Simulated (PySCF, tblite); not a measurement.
# C2H8GeN2Si: geometry, infrared bands and NMR shifts

What infrared bands and NMR shifts should C2H8GeN2Si (`N#CC[SiH2][GeH2][NH2]`) show?

Programs: tblite 0.8.0 and PySCF 2.14.0, with density-fitted response routines of our own. Each step states its level of theory. These are calculated values for one molecule in the gas phase, unless marked as measured. Atoms are numbered from 0 throughout.

### Step 1. The starting structure

14 atoms, charge 0, multiplicity 1; geometry from: force field or distance geometry start.

Bonds of the start (Å): N0–C1 1.16, C1–C2 1.47, C2–Si3 1.86, Si3–Ge4 2.33, Ge4–N5 1.86, C2–H6 1.12, C2–H7 1.11, Si3–H8 1.46, Si3–H9 1.48, Ge4–H10 1.55, Ge4–H11 1.55, N5–H12 1.03, N5–H13 1.04.

### Step 2. Optimising the geometry with GFN2-xTB

What the job is given:

```
{"job": {"kind": "relax", "xc": "GFN2-xTB", "basis": "xTB"}, "charge": 0, "multiplicity": 1}
N     -0.722100     2.769800    -0.249700
C     -1.187400     1.711700    -0.247500
C     -1.745900     0.356600    -0.220500
Si    -0.500600    -0.862400    -0.866200
Ge     1.261000    -1.045700     0.640900
N      2.081400     0.615600     0.830200
H     -2.651300     0.339700    -0.879900
H     -2.039500     0.095300     0.816600
H      0.007900    -0.436500    -2.167600
H     -1.145000    -2.187000    -0.990700
H      2.287900    -2.069100     0.087400
H      0.725200    -1.527100     2.008900
H      2.229100     0.997700    -0.118600
H      1.398600     1.240900     1.299500
```

Run with:

```sh
OMP_NUM_THREADS=1 python probes_run.py task.json out
```

This one command runs all jobs of the session in turn.

**Question.** This job is followed by: GFN2-xTB harmonic vibrations, gas phase; GIAO PBE0/pcSseg-1 NMR shielding, non-relativistic, gas phase. What will the session give for the following? strongest single infrared mode (GFN2-xTB); zero-point energy (GFN2-xTB); 13C shifts against TMS (PBE0/pcSseg-1); 1H shifts against TMS (PBE0/pcSseg-1, means over atoms taken as alike); 15N shifts against NH3 (PBE0/pcSseg-1); 29Si shifts against TMS (PBE0/pcSseg-1); 73Ge shifts against GeMe4 (PBE0/pcSseg-1).

As calculated:

```
                                                              quantity                       value
                             strongest single infrared mode (GFN2-xTB)       1956 cm⁻¹, 570 km/mol
                                          zero-point energy (GFN2-xTB)               57.1 kcal/mol
                                13C shifts against TMS (PBE0/pcSseg-1)             125.2, -5.0 ppm
1H shifts against TMS (PBE0/pcSseg-1, means over atoms taken as alike)  4.79, 4.02, 1.80, 0.04 ppm
                                15N shifts against NH3 (PBE0/pcSseg-1)             295.5, -2.6 ppm
                               29Si shifts against TMS (PBE0/pcSseg-1)                   -73.3 ppm
                             73Ge shifts against GeMe4 (PBE0/pcSseg-1)                    -145 ppm
```

Relaxing lowered the energy by 0.344 eV in 133 steps; the close pair that moved most is C2–Si3, from 1.858 to 1.930 Å. No mode is imaginary among the 36: a minimum at this level. The strongest single mode, at 1956 cm⁻¹, moves mainly H10 and H11. Unscaled tight-binding wavenumbers are off by several per cent, some by more. Its intensities can rank the bands wrongly. C1 (nitrile carbon) lies farthest downfield among carbon, at 125.2 ppm; C≡N carbons fall here, among the sp2 signals but without a proton. At PBE0/pcSseg-1: The largest span, 494 ppm, is at N0, where the paramagnetic term is -369 ppm. Spin-orbit coupling is left out, which matters for shieldings and couplings at and beside the heavy atoms.
